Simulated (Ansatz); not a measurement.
**CH5B2NS: vertical spin-state energies in Python**

Which spin state of CH5B2NS lies lowest at this geometry? Wanted for CH5B2NS: vertical spin-state energies.

Program: Ansatz 0.2.0, driven from Python. Level of theory: B3LYP/6-31G*. These are calculated values, not measurements.

### 1 The structure

Bond lengths: B1–N2 1.469 Å, N2–B3 1.509 Å, B3–C4 1.602 Å, C4–S5 1.471 Å, B1–H6 1.192 Å, B1–H7 1.202 Å, N2–H8 1.039 Å, B3–H9 1.249 Å, C4–H10 1.045 Å. Angles: B1–N2–B3 107.8°, B1–N2–H8 107.6°, B3–N2–H8 106.0°, N2–B1–H6 124.4°, N2–B1–H7 119.8°, H6–B1–H7 115.8°, N2–B3–C4 124.3°, N2–B3–H9 119.9°, C4–B3–H9 115.7°, B3–C4–S5 116.9°, B3–C4–H10 119.7°, S5–C4–H10 122.8°.

ch5b2ns.xyz, read by the script:

```xyz
10

B    -1.51620   -0.67530    0.40880
N    -0.17820   -1.03310   -0.08060
B     0.74940    0.11490    0.23230
C     1.30170    1.15180   -0.85660
S     0.84390    0.96930   -2.24310
H    -1.76890   -0.40030    1.54130
H    -2.44720   -0.66530   -0.35170
H     0.15940   -1.83590    0.48550
H     1.08840    0.33770    1.41320
H     1.85090    1.98500   -0.54620
```

### 2 The code

spin.py reads:

```python
"""Vertical spin-state energies of CH5B2NS."""

import logging
import sys

import ansatz as az

logging.basicConfig(stream=sys.stdout, format="%(name)s: %(message)s")
logger = logging.getLogger("ansatz_job")
logger.setLevel(logging.INFO)


def main() -> None:
    mol = az.Crystal.molecule_from_extxyz("ch5b2ns.xyz")

    calculation = mol.calculation()
    calculation = calculation.basis(gaussian="6-31G*").functional("B3LYP")
    found = {}
    for unpaired in [0, 2, 4]:
        report = calculation.spin("collinear", total=unpaired).run().report
        s = unpaired / 2
        found[unpaired] = report["free_energy_ev"]
        logger.info(f"2S+1 = {unpaired + 1}: E = {found[unpaired]:.5f} eV, <S^2> = {abs(report['mean_field']['state']['spin_squared']):.3f} (pure state {s * (s + 1):.2f})")
    lowest = min(found, key=found.get)
    for unpaired, e in found.items():
        logger.info(f"multiplicity {unpaired + 1}: {23.060548 * (e - found[lowest]):.1f} kcal/mol above the lowest")


if __name__ == "__main__":
    main()
```

### 3 What the engine is handed

The package turns the script's settings into the engine's input (first run):

```yaml
crystal:
  periodic: [false, false, false]
  atoms:
    - { symbol: B, position_ang: [-1.5162, -0.6753, 0.4088] }
    - { symbol: "N", position_ang: [-0.1782, -1.0331, -0.0806] }
    - { symbol: B, position_ang: [0.7494, 0.1149, 0.2323] }
    - { symbol: C, position_ang: [1.3017, 1.1518, -0.8566] }
    - { symbol: S, position_ang: [0.8439, 0.9693, -2.2431] }
    - { symbol: H, position_ang: [-1.7689, -0.4003, 1.5413] }
    - { symbol: H, position_ang: [-2.4472, -0.6653, -0.3517] }
    - { symbol: H, position_ang: [0.1594, -1.8359, 0.4855] }
    - { symbol: H, position_ang: [1.0884, 0.3377, 1.4132] }
    - { symbol: H, position_ang: [1.8509, 1.985, -0.5462] }
basis:
  gaussian:
    orbitals: "6-31G*"
hamiltonian:
  xc: b3lyp
magnetization:
  spin_polarized: true
  initial_magnetization: 0.0
```

### 4 The run

Launch:

```console
> python spin.py
```

**Question.** Which spin state is lowest at this geometry, and how far above lie the others?

As calculated:

```
        quantity             value
   runs compared                 3
          lowest  run 1 (2S+1 = 1)
next above it by          0.958 eV
```

**Reading.** In order: multiplicity 1 (+0.00 eV), multiplicity 3 (+0.96 eV) and multiplicity 5 (+4.31 eV), all at the one geometry. What to keep in mind:
- The geometry is a force-field or estimated start, not a minimum of this method, and the basis set is short of its limit. All parts are taken at fixed geometry, without zero-point energy.
- b3lyp holds the VWN-RPA fit, as in Gaussian; the form of ORCA and Turbomole is b3lyp5.
